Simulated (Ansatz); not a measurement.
# One shape, several levels: SnH2O2 (SMILES [OH][Sn][OH])

Wanted: a comparison of 6 runs (HF/3-21G, wB97M-V/def2-SVP, wB97X/def2-SVP, RPA@PBE/def2-SVP, CCSD/def2-SVP, CCSD(T)/def2-SVP) of SnH2O2. 

The results are computed with Ansatz 0.2.0.

45 further runs of the same task are left out: 45 set aside as unsound or not needed.

## (1) Starting point

SnH2O2: 5 atoms, total charge 0, spin state singlet. As SMILES, `[OH][Sn][OH]`. The Sn2–O3 distance was set to 4.326 Å, away from the relaxed value. At this shape a bond of the SMILES string is far longer than usual.

Bond lengths: O1–Sn2 1.987 Å, O1–H4 0.960 Å, O3–H5 0.964 Å. Angles: Sn2–O1–H4 116.9°.

## (2) A single-point energy at HF/3-21G (run 1)

job.yaml

```yaml
crystal:
  periodic: [false, false, false]
  atoms:
    - {symbol: O, position_ang: [-3.042928, -0.958375, -0.416037]}
    - {symbol: Sn, position_ang: [-2.212328, -2.080075, 0.998663]}
    - {symbol: O, position_ang: [1.561800, 0.002900, 0.636100]}
    - {symbol: H, position_ang: [-3.959828, -1.141775, -0.633637]}
    - {symbol: H, position_ang: [1.527200, 0.695100, -0.033300]}
basis:
  gaussian:
    orbitals: 3-21G-spherical.json
hamiltonian:
  xc: hf
accuracy: high
output:
  orbitals: {seedname: orbitals}
```

The basis set 3-21G is read from a file made from the Basis Set Exchange's data (not shown).

Command:

```bash
$ ansatz run job.yaml --threads 1 --pin off --max-ram 3480MiB --events-out events.jsonl --progress --plain --runs-dir runs
```

Standard output:

```text
Warning: RAYON_NUM_THREADS=1 ignored (pool sized by the plan → 1); use --threads N
Functional definition: HF
  name "HF"
  exchange = exact_x
  correlation = 0
954 factors; integrals over basis functions are off by at most 1.1e-7 eV
mean field evaluation 1: about -167236.9787 eV, gradient 5.8e1 eV
mean field evaluation 2: about -167237.1095 eV, gradient 5.9e1 eV
mean field evaluation 4: about -167239.4144 eV, gradient 4.9e1 eV
mean field evaluation 8: about -167244.5397 eV, gradient 8.9e0 eV
mean field evaluation 16: about -167244.7215 eV, gradient 3.9e-3 eV
mean field evaluation 32: about -167244.5023 eV, gradient 1.1e0 eV
mean field evaluation 64: about -167244.7211 eV, gradient 1.2e-1 eV
mean field -167244.72147999 eV, -6146.1301518457 hartree, gradient 2.1e-8 eV, S^2 0.000000; 0 other end points of the search recorded, 0 dependent functions left out
reference -167244.72147999 eV, -6146.1301518457 hartree; 34, 34 occupied and 19, 19 virtual orbitals, 954 factors
Total energy: -167244.72147999 eV, -6146.1301518457 hartree
```

Wall time 2 s (1 thread of Arm Neoverse V1, shared host); peak memory 0.13 GiB.

## (3) The energy at wB97M-V/def2-SVP (core potential) (run 2)

in.yaml

```yaml
basis:
  gaussian:
    orbitals: def2-SVP
crystal:
  periodic: [false, false, false]
  atoms:
    - {symbol: O, position_ang: [-3.042928, -0.958375, -0.416037]}
    - {symbol: Sn, position_ang: [-2.212328, -2.080075, 0.998663]}
    - {symbol: O, position_ang: [1.561800, 0.002900, 0.636100]}
    - {symbol: H, position_ang: [-3.959828, -1.141775, -0.633637]}
    - {symbol: H, position_ang: [1.527200, 0.695100, -0.033300]}
hamiltonian:
  xc: {name: wB97M-V}
accuracy: high
output:
  orbitals: {seedname: orbitals}
```

Command:

```bash
$ ansatz run in.yaml --threads 1 --pin off --max-ram 3480MiB --events-out events.jsonl --progress --plain --runs-dir runs
```

Standard output, cut to the lines that bear on the results:

```text
Warning: RAYON_NUM_THREADS=1 ignored (pool sized by the plan → 1); use --threads N
Functional definition: wB97M-V
  name "wB97M-V"
[...]
  gx(w, u) = 1 - cx + cx01*u + cx10*w
  gss(w, u) = css00 + css04*u^4 + css10*w + css20*w^2 + css43*w^4*u^3
  gos(w, u) = cos00 + cos10*w + (cos20 + cos21*u)*w^2 + (cos60 + cos61*u)*w^6
[...]
      + integral(e_c_pw_mod_opposite_spin*gos(b97_w_opposite, b97_u_opposite)) + vv10(b, c)
1345 factors; integrals over basis functions are off by at most 1.9e-8 eV
314 factors; integrals over basis functions are off by at most 1.8e-9 eV
[...]
mean field -9947.54961003 eV, -365.5657054772 hartree, gradient 2.5e-8 eV, S^2 0.000000; 4 other end points of the search recorded, 0 dependent functions left out
reference -9947.54961431 eV, -365.5657056345 hartree; 20, 20 occupied and 44, 44 virtual orbitals, 1345 factors
Total energy: -9947.54961431 eV, -365.5657056345 hartree
```

Run time: 70 s. Hardware: 1 thread of Arm Neoverse V1, shared host; peak memory 0.38 GiB.

Runs 3 to 5 aren't shown in full; the table further down has their settings and results.

## (4) A single-point energy at CCSD(T)/def2-SVP (core potential) (run 6)

molecule.yaml

```yaml
crystal:
  periodic: [false, false, false]
  atoms:
    - symbol: O
      position_ang: [-3.042928, -0.958375, -0.416037]
    - symbol: Sn
      position_ang: [-2.212328, -2.080075, 0.998663]
    - symbol: O
      position_ang: [1.561800, 0.002900, 0.636100]
    - symbol: H
      position_ang: [-3.959828, -1.141775, -0.633637]
    - symbol: H
      position_ang: [1.527200, 0.695100, -0.033300]
basis:
  gaussian: {orbitals: def2-SVP}
correlation: {method: ccsd_t, frozen_orbitals: {H: 0, O: 1, Sn: 4}}
accuracy: high
scf: {omitted_lower_state_checks: [cluster_reference, increment]}
```

Command:

```bash
$ ansatz run molecule.yaml --threads 1 --pin off --max-ram 3480MiB --events-out events.jsonl --progress --plain --runs-dir runs
```

Standard output:

```text
Warning: RAYON_NUM_THREADS=1 ignored (pool sized by the plan → 1); use --threads N
[... 13 lines left out ...]
6 core orbitals not correlated: weight in the atoms' cores, before any rotation towards them, 1.000 or more for the frozen orbitals, at most 0.000 for the correlated occupied ones
[... 63 lines left out ...]
WARN: these amplitudes may be one of several solutions (largest doubles amplitude 0.78, level shift 4.74 eV)
Total energy: -9920.56768409 eV, -364.5741379881 hartree
Checks for a lower state left out: cluster_reference, increment
```

Wall time 19 s (1 thread of Arm Neoverse V1, shared host); peak memory 0.24 GiB.

## (5) Overview of the runs

| run | level | core potential | frozen core orbitals | energy (Eh) | wall time |
| --- | --- | --- | --- | --- | --- |
| 1 | HF/3-21G | none | – | -6146.130152 | 2 s |
| 2 | wB97M-V/def2-SVP (core potential) | def2-SVP | – | -365.565706 | 70 s |
| 3 | wB97X/def2-SVP (core potential) | def2-SVP | – | -365.662345 | 20 s |
| 4 | RPA@PBE/def2-SVP (core potential) | def2-SVP | 6 | -364.710030 | 15 s |
| 5 | CCSD/def2-SVP (core potential) | def2-SVP | 6 | -364.474439 | 17 s |
| 6 | CCSD(T)/def2-SVP (core potential) | def2-SVP | 6 | -364.574138 | 19 s |

## (6) Results

| quantity | value |
| --- | --- |
| run 6: total energy | -364.57414 Eh |
| run 6: correlation energy (6 core orbitals frozen) | -651.3 mEh |
| run 6: (T) correction | -99.70 mEh |
| run 6: T1 diagnostic | 0.096 |

In words: Over runs 1, 2, 3 the HOMO–LUMO gap runs from 4.14 eV (wB97M-V/def2-SVP) to 4.45 eV (HF/3-21G). The two ends differ in method and basis and core potential. Totals of different functionals can't be ranked against each other. Some runs of one species differ in core potentials or relativity; totals across that change don't compare. In runs 5, 6 the T1 diagnostic is large, so a single reference may not serve. In runs 4, 5, 6 the log says that unrestricted orbitals would lower the reference, so the values rest on an unstable closed-shell determinant (other closed-shell runs at this shape may share the fault). In runs 1, 2, 3, 4, 5, 6 a closed-shell determinant meets a far-stretched bond, which it describes badly. In run 1 relativity is left out where basis or elements ask for it. All runs together took 2.4 min, the longest 70 s.
